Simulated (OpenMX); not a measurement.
BiS in OpenMX: the effect of biaxial strain

BiS:

```
CELL_PARAMETERS angstrom
3.84283 0.00000 0.00000
0.00000 3.84283 0.00000
0.00000 0.00000 4.00294
ATOMIC_POSITIONS crystal
Bi 0.50000 0.50000 0.50000
S 0.00000 0.00000 0.00000
```

The cell was built by a generator and needn't be a form met in nature.

Alike in all runs:

| Property | Result |
| --- | --- |
| Program | OpenMX 3.8.5 |
| Task | band structure |
| Functional | PBE |
| Potentials or basis | OpenMX 2013 PBE set, Bi8.0-s3p2d2f1, S7.0-s2p2d1f1, grid cutoff 500 Ry |
| k mesh | 5 × 5 × 5 |
| Occupations | fermi-dirac, width 0.05 eV |
| Spin | no spin polarisation |

```tsv
biaxial strain	pressure (GPa)
-4 %	?
-2 %	-9.9
0 %	-10.2
2 %	-10.4
4 %	-10.5
```

Task: What does the run with biaxial strain -4 % give?

Result: Pressure -9.2 GPa.

Worked out: A straight line through the other rows of the pressure, of slope -0.1 GPa per %, extrapolates to -9.7 GPa, against the run's -9.2. The fit is too stiff a form for this range.

Caveats: the basis of atomic orbitals isn't converged, which shifts pressures, moduli and gaps.
